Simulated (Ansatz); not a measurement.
# AlCl2H4NO: the cost of one run

All numbers below are computed with Ansatz 0.2.0 (RKS BLYP-D4/def2-SVP).

1 further run of the same task is left out (it didn't finish).

## Step 1: Starting point

Bond lengths: Al1–O2 2.130 Å, O2–H3 1.010 Å, Al1–Cl4 2.230 Å, Al1–Cl5 2.230 Å, Al1–N6 2.220 Å, N6–H7 1.060 Å, N6–H8 1.060 Å. Angles: Al1–O2–H3 109.5°, O2–Al1–Cl4 120.0°, O2–Al1–Cl5 120.0°, O2–Al1–N6 71.6°, Cl4–Al1–Cl5 120.0°, Cl4–Al1–N6 88.4°, Cl5–Al1–N6 110.0°, Al1–N6–H7 120.0°, Al1–N6–H8 120.0°, H7–N6–H8 120.0°.

Coordinates:

```xyz
9

Al    0.0000    0.0000    0.0000
O     0.0000    0.0000    2.1300
H    -0.9095   -0.2814    2.4671
Cl    1.9312    0.0000   -1.1150
Cl   -1.9312    0.0000   -1.1150
N     0.4735    2.0529    0.7000
H     1.2467    2.2060    1.4087
H    -0.0737    2.8799    0.3256
H     0.2900    1.2573    1.7979
```

## Step 2: Pulling towards end A

Springs on the bonds that form and break draw the guess towards this end; the thresholds are loose.

Contents of input.yaml:

```yaml
crystal:
  periodic: [false, false, false]
  atoms:
    - { symbol: Al, position_ang: [0.0, 0.0, 0.0] }
    - { symbol: O, position_ang: [0.0, 0.0, 2.13] }
    - { symbol: H, position_ang: [-0.9095, -0.2814, 2.4671] }
    - { symbol: Cl, position_ang: [1.9312, 0.0, -1.115] }
    - { symbol: Cl, position_ang: [-1.9312, 0.0, -1.115] }
    - { symbol: "N", position_ang: [0.4735, 2.0529, 0.7] }
    - { symbol: H, position_ang: [1.2467, 2.206, 1.4087] }
    - { symbol: H, position_ang: [-0.0737, 2.8799, 0.3256] }
    - { symbol: H, position_ang: [0.29, 1.2573, 1.7979] }
basis:
  gaussian: { orbitals: def2-SVP }
hamiltonian:
  xc: blyp
  dispersion: d4
relax:
  f_tol: 0.15
  max_steps: 25
  restrain:
    - { distance: [0, 5], at: 3.12, k: 30.0 }
    - { distance: [8, 1], at: 2.21, k: 30.0 }
    - { distance: [0, 1], at: 1.78, k: 30.0 }
    - { distance: [8, 5], at: 1.06, k: 30.0 }
```

Launch:

```console
$ ansatz run input.yaml --threads 2 --pin off --max-ram 3072MiB --backend cpu --events-out ev --progress --plain --runs-dir out
```

**Question.** How long does this run take on 2 threads of Intel Xeon Platinum 8488C (Sapphire Rapids), shared host, and how much memory does it need?

About 17 s, with a peak of 0.17 GiB.
